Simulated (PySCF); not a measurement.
# Cr(OH)3: structure of the doublet

Aim: relax Cr(OH)3 as a doublet from a T-shaped start, check by its vibrations whether the end is a minimum, and collect its spectrum and constants.

Computed with PySCF 2.14.0. Level: B3LYP, basis Cr def2-SVP, O def2-SVP, H def2-SVP, no relativity, density fitting.

## 1. Starting geometry

7 atoms, charge 0, spin multiplicity 2.

Bond lengths: Cr1–O2 1.850 Å, Cr1–O3 1.850 Å, Cr1–O4 1.850 Å, O2–H5 0.960 Å, O3–H6 0.960 Å, O4–H7 0.960 Å. Angles: O2–Cr1–O3 88.0°, O2–Cr1–O4 88.0°, O3–Cr1–O4 176.0°, Cr1–O2–H5 130.0°, Cr1–O3–H6 130.0°, Cr1–O4–H7 130.0°.

```xyz
7
charge 0 multiplicity 2
Cr    0.0072    0.0000   -0.3333
O     0.0072    0.0000    1.5167
O     1.8561    0.0000   -0.2687
O    -1.8417    0.0000   -0.2687
H    -0.7282    0.0000    2.1338
H     2.4728   -0.7354   -0.2472
H    -2.4584    0.7354   -0.2472
```

## 2. T-shaped start, doublet: relaxation

One driver script runs all steps and calls PySCF; scf.py shows how it sets up the SCF of each step. The optimiser is the driver's own. Before each start the driver seeks the lowest SCF state from one or more starting densities and follows internal instabilities, so scf.py alone need not reach the same state.

The program finds C1 symmetry in the start.

Input file scf.py:

```python
from pyscf import gto, scf, dft
mol = gto.M(atom='''
Cr     0.007199     0.000000    -0.333342
O      0.007199     0.000000     1.516658
O      1.856099     0.000000    -0.268742
O     -1.841701     0.000000    -0.268742
H     -0.728201     0.000000     2.133758
H      2.472799    -0.735400    -0.247242
H     -2.458401     0.735400    -0.247242''',
    basis={'Cr': 'def2-SVP', 'O': 'def2-SVP', 'H': 'def2-SVP'},
    charge=0, spin=1)
mf = dft.UKS(mol, xc='B3LYP')
mf.grids.atom_grid = (50, 194)
aux = {'Cr': 'def2-universal-JKFIT', 'O': 'def2-universal-JKFIT', 'H': 'def2-universal-JKFIT'}
mf = mf.density_fit(auxbasis=aux)
mf.kernel()
```

Further steps of the session: Hessian and properties.

Q: Predict the outcome of this session. Wanted: minimum; geometry; wavenumbers; dipole moment; highest occupied, lowest empty level; polar-tensor charge of Cr1; zero-point energy; atomisation energy; ⟨S²⟩.

The runs gave:

| quantity | value |
| --- | --- |
| minimum | broken-symmetry (Ms = 1/2), Cs |
| geometry | Cr–O 1.758 Å (×3), O–H 0.968 Å (×3); Cr–O–H 122.0° (×3), O–Cr–O 119.7° (×2), O–Cr–O 120.5° |
| wavenumbers (cm⁻¹) | 158 (a'), 207 (a'), 229 (a''), 273 (a''), 322 (a''), 394 (a'), 624 (a'), 635 (a''), 646 (a'), 686 (a'), 781 (a''), 781 (a'), 3809 (a''), 3811 (a'), 3815 (a') |
| dipole moment | 1.25 D |
| highest occupied, lowest empty level (either spin) | -6.13, -2.34 eV |
| polar-tensor charge of Cr1 | +1.60 e |
| zero-point energy | 102.7 kJ/mol |
| entropy at 298.15 K | 330.6 J/(mol K) |
| atomisation energy (no zero-point energy) | 2353 kJ/mol |
| ⟨S²⟩ | 1.732 |

**Reading.** The T-shaped start (C1) ends in a minimum of Cs symmetry. The determinant is spin-contaminated (⟨S²⟩ = 1.73 against 0.75), so it is no pure spin state. In the infrared the band at 781 cm⁻¹ (a'') leads. Only this shape and spin were tried, so other structures or states may lie lower. One determinant may miss the lowest occupation of an open d or f shell.
